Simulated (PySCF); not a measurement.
# C2H8BNO: the cost of one run

Programs: PySCF 2.14.0, with density-fitted response routines of our own. Each step states its level of theory. These are calculated values for one molecule in the gas phase, unless marked as measured. Atoms are numbered from 0 throughout.

## 1. The molecule as given

13 atoms, charge 0, multiplicity 1; geometry from: GFN2-xTB. The atoms were then displaced at random by about 0.01 Å, so the start is not that level's minimum.

Bonds of the start (Å): C0–C1 1.35, C1–B2 1.61, B2–N3 1.72, B2–O4 1.41, C0–H5 1.07, C0–H6 1.07, C1–H7 1.11, B2–H8 1.16, N3–H9 1.05, N3–H10 1.01, N3–H11 1.01, O4–H12 0.94.

## 2. Relaxing the molecule at PBE0-D3(BJ)/def2-SVP

Job settings and geometry (Å):

```
{"job": {"xc": "PBE0", "basis": "def2-SVP", "d3": "d3bj", "grid": 1, "shake": 0.01, "kind": "geom"}, "charge": 0, "multiplicity": 1}
C      1.556660    -1.004060    -0.325140
C      1.091000     0.263860    -0.402780
B     -0.416480     0.829240    -0.280520
N     -1.341320    -0.525200     0.244710
O     -0.621180     1.799600     0.726400
H      0.878010    -1.820120    -0.173950
H      2.589730    -1.240870    -0.435070
H      1.865530     1.038820    -0.574620
H     -0.920170     1.139700    -1.278300
H     -2.277610    -0.131620     0.495190
H     -1.466940    -1.200880    -0.495800
H     -0.943160    -0.951930     1.070110
H      0.011750     1.786580     1.419450
```

Started as:

```sh
$ OMP_NUM_THREADS=1 python probes_run.py task.json out
```

One launch serves the whole session: the jobs run in the order shown.

Q: Estimate the wall time and peak memory of this first job on 1 thread of Arm Neoverse V2, shared host.

About 42 s, with a peak of 0.45 GiB.
